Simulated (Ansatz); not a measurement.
This script drives the Ansatz DFT code, driven from Python.

`h5psesi_bend.py`:
```python
'''Bending curve of H5PSeSi.'''

import ansatz as az
from ase import Atoms


def main() -> None:
    atoms = Atoms(['P', 'Si', 'Se', 'H', 'H', 'H', 'H', 'H'], positions=[
        [-0.6638, 1.1173, -1.3561],
        [0.6312, 0.1057, 0.0272],
        [-0.6013, -1.3739, 1.2593],
        [-1.2871, -0.0481, -1.8169],
        [-1.7007, 1.4429, -0.3625],
        [1.2788, 1.1012, 0.9173],
        [1.6903, -0.6116, -0.731],
        [0.7448, -1.7905, 2.007],
    ])

    # start the scan from a relaxed geometry
    first = (
        az.Crystal.molecule_from_ase(atoms).calculation()
        .basis(gaussian='def2-SVP')
        .functional('hf')
        .relax(force_tolerance=0.02, max_steps=80)
    )
    atoms.positions = first.run().report['positions_ang']

    rows = []
    for angle in [90, 100, 110, 120, 135, 150, 165, 179]:
        bent = atoms.copy()
        bent.set_angle(1, 2, 7, angle, indices=[7])
        setup = (
            az.Crystal.molecule_from_ase(bent).calculation()
            .basis(gaussian='def2-SVP')
            .functional('hf')
        )
        rows.append((angle, setup.run().report['free_energy_ev']))
    floor = min(e for _, e in rows)
    for angle, e in rows:
        print(f'angle Si1-Se2-H7 = {angle:3d} deg   {1000 * (e - floor):9.1f} meV')


if __name__ == '__main__':
    main()
```

It is started by `python h5psesi_bend.py`. How long does it take on 1 thread of Arm Neoverse V2, on a shared host, and how much memory does it need?

It took about 18 s, with a peak of 0.26 GiB, for 9 runs of the engine.

```console
$ python h5psesi_bend.py
angle Si1-Se2-H7 =  90 deg         5.2 meV
angle Si1-Se2-H7 = 100 deg         0.0 meV
angle Si1-Se2-H7 = 110 deg       109.6 meV
angle Si1-Se2-H7 = 120 deg       324.2 meV
angle Si1-Se2-H7 = 135 deg       810.9 meV
angle Si1-Se2-H7 = 150 deg      1425.0 meV
angle Si1-Se2-H7 = 165 deg      2019.8 meV
angle Si1-Se2-H7 = 179 deg      2327.8 meV
```

The scan is rigid, and the energies are electronic, in a modest basis. The zero is the lowest point of the grid, which needn't be the minimum.
